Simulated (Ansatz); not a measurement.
# CO2Zn: one species, many methods

Aim: compute CO2Zn with functionals from several rungs and with coupled cluster, and see how far each lands from CCSD(T) at the basis-set limit for the atomisation energy.

The runs use Ansatz 0.2.0, Gaussian basis; functionals in def2-TZVPP, the program's frozen cores in correlated methods.

Levels to be run: LDA (SPW92), PBE-D4, revPBE-D4, BLYP-D4, r2SCAN-D4, B97M-V, PBE0-D4, B3LYP-D4, r2SCANh-D4, r2SCAN0-D4, HSE06-D4, BHLYP-D4, CAM-B3LYP-D4, LC-ωPBE, ωB97X-V, ωB97M-V, B2PLYP, PBE-QIDH; CCSD(T)/def2-SVP; CCSD(T)/def2-TZVPP; MP2/def2-QZVPP; extrapolation to the limit; RPA on PBE.

### 1 The relaxed structure

The geometry comes from an earlier relaxation with PBE0-D4 in a triple-zeta def2 set; it is a stationary point.

4 atoms, charge 0, spin multiplicity 1.

Atoms are counted from 1 here; the program's logs count them from 0.

Bond lengths: O1–C2 1.157 Å, C2–O3 1.157 Å. Angles: O1–C2–O3 179.9°.

### 2 LDA

This LDA is Slater exchange with PW92 correlation.

File in.yaml:

```yaml
crystal:
  periodic: [false, false, false]
  atoms:
    - {symbol: O, position_ang: [1.049736, -0.066221, 1.052935]}
    - {symbol: C, position_ang: [0.521330, -0.736863, 0.272252]}
    - {symbol: O, position_ang: [-0.006149, -1.408829, -0.507919]}
    - {symbol: Zn, position_ang: [-1.509318, 2.151614, -0.837568]}
basis:
  gaussian: {orbitals: def2-TZVPP}
hamiltonian: {xc: lda}
output: {orbitals: {seedname: orbitals}}
```

Started as:

```
> ansatz run in.yaml --threads 2 --pin off --events-out ev --progress --plain --max-ram 4352MiB
```

Further steps of the session: PBE-D4 (GGA); revPBE-D4 (GGA); BLYP-D4 (GGA); r2SCAN-D4 (meta-GGA); B97M-V (meta-GGA); PBE0-D4 (hybrid); B3LYP-D4 (hybrid); r2SCANh-D4 (hybrid); r2SCAN0-D4 (hybrid); HSE06-D4 (hybrid); BHLYP-D4 (hybrid); CAM-B3LYP-D4 (range-separated); LC-ωPBE (range-separated); ωB97X-V (range-separated); ωB97M-V (range-separated); B2PLYP (double hybrid); PBE-QIDH (double hybrid); CCSD(T) in def2-SVP; CCSD(T) in def2-TZVPP; MP2 in def2-QZVPP; RPA on PBE orbitals.

Q: Predict the results of all the runs planned. Wanted: atomisation energy, CCSD(T)/CBS; farthest beyond LDA; mean size of error, GGA; mean size of error, meta-GGA; mean size of error, hybrid; mean size of error, range-separated; mean size of error, double hybrid; gap, smallest and largest; T1 diagnostic.

The runs gave:

```
                               quantity                                                value
        atomisation energy, CCSD(T)/CBS                                       388.7 kcal/mol
functionals within 1.9 kcal/mol (0.5 %)  B3LYP-D4, r2SCANh-D4, CAM-B3LYP-D4, ωB97X-V, B2PLYP
                    farthest beyond LDA                            BHLYP-D4 (-30.1 kcal/mol)
                mean size of error, GGA                                        19.0 kcal/mol
           mean size of error, meta-GGA                                         5.4 kcal/mol
             mean size of error, hybrid                                         9.2 kcal/mol
    mean size of error, range-separated                                         2.5 kcal/mol
      mean size of error, double hybrid                                         1.5 kcal/mol
              gap, smallest and largest                 4.55 eV (PBE-D4), 10.15 eV (LC-ωPBE)
                          T1 diagnostic                                               0.0174
triples share of the correlation energy                                                3.9 %
```

**Reading.** The LDA atomisation energy is off by 85.9 kcal/mol (22 %): it overbinds. PBE-D4 is off by +29.4 kcal/mol. Double hybrids carry the basis error of their MP2 part in triple zeta, and no dispersion term here, so their miss is partly the set-up's. Taken by rung, double hybrid functionals do best (1.5 kcal/mol on average) and GGA ones worst beyond LDA (19.0 kcal/mol). RPA and LDA stand outside this count. Misses under about 1.9 kcal/mol are within the doubt on the reference itself, which lacks core-valence correlation, relativity and higher excitations. Hartree-Fock recovers 63 % of the binding; the rest is correlation. CCSD(T) in def2-SVP is off by -17.8 kcal/mol, which most functionals beat. Orbital gaps span 4.6 to 10.1 eV; exact exchange widens them. For Zn the d shell is correlated and the shells below it are frozen.
